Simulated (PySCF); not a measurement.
**WCl₃: structure of the quartet**

The task is one start of a wider search on WCl₃: the quartet, from a T-shaped start. It is relaxed, tested by its Hessian and followed downhill if it is a saddle.

Program: PySCF 2.14.0. Level of theory: PBE0, basis W def2-TZVP with ECP60, Cl def2-TZVP, scalar-relativistic core potentials, no spin–orbit coupling, density fitting. These are calculated values, not measurements.

### 1 Starting geometry

4 atoms, charge 0, spin multiplicity 4.

Bond lengths: W1–Cl2 2.360 Å, W1–Cl3 2.360 Å, W1–Cl4 2.360 Å. Angles: Cl2–W1–Cl3 88.0°, Cl2–W1–Cl4 88.0°, Cl3–W1–Cl4 176.0°.

```xyz
4
charge 0 multiplicity 4
W     0.0000    0.0000    0.0000
Cl    0.0000    0.0000    2.3600
Cl    2.3586    0.0000    0.0824
Cl   -2.3586    0.0000    0.0824
```

### 2 The SCF at the typed geometry

The steps below are one call of a driver around PySCF. For each, scf.py gives the equivalent set-up of the SCF; relaxations use the driver's own optimiser. After this first run the driver tries any further starts and a stability analysis.

scf.py reads:

```python
from pyscf import gto, scf, dft
mol = gto.M(atom='''
W      0.000000     0.000000     0.000000
Cl     0.000000     0.000000     2.360000
Cl     2.358600     0.000000     0.082400
Cl    -2.358600     0.000000     0.082400''',
    basis={'W': 'def2-TZVP', 'Cl': 'def2-TZVP'},
    ecp={'W': 'def2-TZVP'},
    charge=0, spin=3)
mf = dft.UKS(mol, xc='PBE0')
mf.grids.atom_grid = (50, 194)
aux = {'W': 'def2-universal-JKFIT', 'Cl': 'def2-universal-JKFIT'}
mf = mf.density_fit(auxbasis=aux)
mf.conv_tol = 1e-08
mf.diis_space = 10
mf.max_cycle = 60
mf.init_guess = 'minao'
mf.verbose = 4
mf.kernel()
```

On the command line:

```bash
$ OMP_NUM_THREADS=4 python axn.py task.json out
```

The program printed:

```text
init E= -1427.86598464212
[... the frontier-level lines of each cycle are left out ...]
cycle= 1 E= -1447.16632175115  delta_E= -19.3  |g|= 0.564  |ddm|= 5.14
cycle= 2 E= -1443.65690979581  delta_E= 3.51  |g|= 2.69  |ddm|= 2.14
cycle= 3 E= -1447.32544344104  delta_E= -3.67  |g|= 0.182  |ddm|= 1.74
cycle= 4 E= -1447.33498759333  delta_E= -0.00954  |g|= 0.126  |ddm|= 0.284
cycle= 5 E= -1447.34375191469  delta_E= -0.00876  |g|= 0.0223  |ddm|= 0.118
cycle= 6 E= -1447.34404382999  delta_E= -0.000292  |g|= 0.00905  |ddm|= 0.0262
cycle= 7 E= -1447.34411633857  delta_E= -7.25e-05  |g|= 0.00306  |ddm|= 0.0132
cycle= 8 E= -1447.3441299465  delta_E= -1.36e-05  |g|= 0.00133  |ddm|= 0.00585
cycle= 9 E= -1447.34413469054  delta_E= -4.74e-06  |g|= 0.000572  |ddm|= 0.00465
cycle= 10 E= -1447.34413523392  delta_E= -5.43e-07  |g|= 0.000224  |ddm|= 0.0016
cycle= 11 E= -1447.34413528391  delta_E= -5e-08  |g|= 5.41e-05  |ddm|= 0.000428
cycle= 12 E= -1447.34413528866  delta_E= -4.75e-09  |g|= 1.42e-05  |ddm|= 0.000146
Extra cycle  E= -1447.34413528912  delta_E= -4.62e-10  |g|= 1.14e-05  |ddm|= 4.98e-05
converged SCF energy = -1447.34413528912  <S^2> = 3.7770174  2S+1 = 4.013486
```

This step, with its further starts and checks, took 34 s on 4 threads of Arm Neoverse V2, shared host.

Energies from each starting density:

```csv
start,energy (Eh)
the minimal-basis guess,-1447.344135
a thermally smeared density,-1447.343884
a smeared PBE density,-1447.344135
```

This is not the lowest solution: one lies 0.6 kJ/mol lower, at -1447.34435 Eh, and the relaxation starts from that.

### 3 T-shaped start, quartet: relaxation

The program finds C2v symmetry in the start, which this walk keeps.

scf.py, as its differences from that of step 2:

```diff
@@ -3,4 +3,4 @@
-W      0.000000     0.000000     0.000000
-Cl     0.000000     0.000000     2.360000
-Cl     2.358600     0.000000     0.082400
-Cl    -2.358600     0.000000     0.082400''',
+W      0.000000     0.000000    -0.305650
+Cl     0.000000     0.000000     2.054350
+Cl     2.358600     0.000000    -0.223250
+Cl    -2.358600     0.000000    -0.223250''',
@@ -17 +16,0 @@
-mf.init_guess = 'minao'
```

Steps of the walk:

```csv
step,energy (Eh),change (kJ/mol),largest symmetric gradient (Eh/bohr)
0,-1447.344351,0.00,0.05849
1,-1447.360882,-43.40,0.04324
2,-1447.376204,-83.63,0.05522
3,-1447.385994,-109.33,0.02347
4,-1447.393712,-129.60,0.01522
5,-1447.396331,-136.47,0.00937
6,-1447.397102,-138.50,0.00648
7,-1447.397386,-139.24,0.00322
8,-1447.397408,-139.30,0.00048
9,-1447.397410,-139.31,0.00004
```

The walk took 38 s.

Positions (Å) and forces (eV/Å) along the way:

```
step 0
W    0.000   0.000  -0.306   0.000  -0.085   3.008
Cl   0.000   0.000   2.054   0.000  -0.003  -1.514
Cl   2.359   0.000  -0.223  -1.184   0.044  -0.747
Cl  -2.359   0.000  -0.223   1.184   0.044  -0.747
step 1
W    0.000   0.000  -0.198   0.000   0.001   2.223
Cl   0.000   0.000   2.076   0.000   0.000  -0.696
Cl   2.307   0.000  -0.288  -0.394  -0.001  -0.764
Cl  -2.307   0.000  -0.288   0.394  -0.001  -0.764
step 5
W    0.000   0.000   0.253   0.000   0.000   0.482
Cl   0.000   0.000   2.517   0.000   0.000  -0.416
Cl   2.038   0.000  -0.734  -0.266   0.000  -0.033
Cl  -2.038   0.000  -0.734   0.266   0.000  -0.033
step 9
W    0.000   0.000   0.324   0.000   0.000   0.002
Cl   0.000   0.000   2.573   0.000   0.000   0.000
Cl   1.950   0.000  -0.797   0.002   0.000  -0.001
Cl  -1.950   0.000  -0.797  -0.002   0.000  -0.001
```

After 9 steps and 139.3 kJ/mol it ends at D3h: W–Cl 2.249 Å (×3); Cl–W–Cl 119.9° (×2), Cl–W–Cl 120.2°.

### 4 Frequencies

On the finer grid the gradient is checked again; gradients at displacements of ±0.02 bohr then give force constants and infrared intensities.

scf.py, as its differences from that of step 3:

```diff
@@ -3,4 +3,4 @@
-W      0.000000     0.000000    -0.305650
-Cl     0.000000     0.000000     2.054350
-Cl     2.358600     0.000000    -0.223250
-Cl    -2.358600     0.000000    -0.223250''',
+W     -0.000000     0.000000     0.000000
+Cl     0.000000     0.000000     2.248954
+Cl     1.947652     0.000000    -1.124477
+Cl    -1.947652     0.000000    -1.124477''',
@@ -11 +11 @@
-mf.grids.atom_grid = (50, 194)
+mf.grids.atom_grid = (75, 302)
@@ -14 +14 @@
-mf.conv_tol = 1e-08
+mf.conv_tol = 1e-10
```

This SCF starts from the last density.

SCF at the final geometry:

```text
init E= -1447.39754878055
[... the frontier-level lines of each cycle are left out ...]
cycle= 1 E= -1447.39754878055  delta_E= -2.96e-12  |g|= 4.11e-06  |ddm|= 7.55e-06
Extra cycle  E= -1447.39754878055  delta_E= 1.82e-12  |g|= 5.95e-06  |ddm|= 8.91e-06
converged SCF energy = -1447.39754878055  <S^2> = 3.7647422  2S+1 = 4.0073643
```

The whole step took 48 s.

Geometry: D3h; W–Cl 2.249 Å (×3); Cl–W–Cl 120.0° (×3).

Modes, for the most abundant isotopes:

| symmetry | ω (cm⁻¹) | IR (km/mol) | type |
| --- | --- | --- | --- |
| a2'' | 76 | 2.4 | bend |
| e' | 97 | 0.2 | bend |
| a1' | 400 | 0.0 | stretch |
| e' | 421 | 156 | stretch |

Every mode is real; the point is a minimum.

Properties at this point:

```yaml
Dipole_moment: 0.00 D
Highest_occupied_level: -6.68 eV
Lowest_empty_level: -2.95 eV
Rotational_constants: 0.06354, 0.06354, 0.03177 cm⁻¹
Zero-point_energy: 9.0 kJ/mol
Principal_polarisabilities: 54.8, 85.6, 85.6 bohr³
Atomisation_energy_without_zero-point_energy: 1301 kJ/mol
Principal_traceless_quadrupole_moments_about_the_centre_of_mass: -1.50, -1.50, 3.00 D Å
Entropy_at_298.15_K_and_1_bar_electronic_part_spin_only: 354.6 J/(mol K)
Heat_capacity_Cp_at_298.15_K: 75.9 J/(mol K)
Enthalpy_at_298.15_K_above_0_K: 18.18 kJ/mol
Rotational_symmetry_number: 6
Spin_squared_⟨S²⟩: 3.765
```

Charges (e) and bond orders:

```csv
atom,Mulliken,Löwdin,polar tensor,spin (Mulliken),Mayer order to W1
W1,0.90,-0.23,1.42,2.97,–
"Cl2,3,4",-0.30,0.08,-0.47,0.01,1.15
```

Outer orbital energies (eV). α occupied: -10.89, -10.28, -10.28, -10.23, -9.72, -7.60, -6.68, -6.68; empty: -2.95, -2.95, -0.27, 0.06. β occupied: -11.48, -11.48, -10.30, -10.30, -10.15, -10.15, -9.91, -9.78; empty: -2.61, -2.09, -2.09, -2.08.

Mulliken populations on W1 (outside its core potential): s 2.59, p 6.30, d 4.16, f 0.06.

### 5 What came out

| quantity | value |
| --- | --- |
| minimum | quartet, D3h |
| geometry | W–Cl 2.249 Å (×3); Cl–W–Cl 120.0° (×3) |
| wavenumbers (cm⁻¹) | 76 (a2''), 97 (e'), 400 (a1'), 421 (e') |
| dipole moment | 0.00 D |
| highest occupied, lowest empty level (either spin) | -6.68, -2.95 eV |
| polar-tensor charge of W1 | +1.42 e |
| zero-point energy | 9.0 kJ/mol |
| entropy at 298.15 K | 354.6 J/(mol K) |
| atomisation energy (no zero-point energy) | 1301 kJ/mol |
| ⟨S²⟩ | 3.765 |

**Reading.** The T-shaped start (C2v) ends in a minimum of D3h symmetry. In the infrared the band at 421 cm⁻¹ (e', stretch) leads. The dipole vanishes although W1 carries +1.4 e by the polar tensor: the bond dipoles cancel. Most of the spin sits on W1 (Mulliken spin 2.97, against 3 for the whole molecule). Other starts or spin states, not run here, may lie lower. Open d and f shells are described by one determinant, and the ground state may have another occupation or spin. With an element this heavy the missing spin–orbit coupling can shift these numbers.

The search up to here took 2 min.
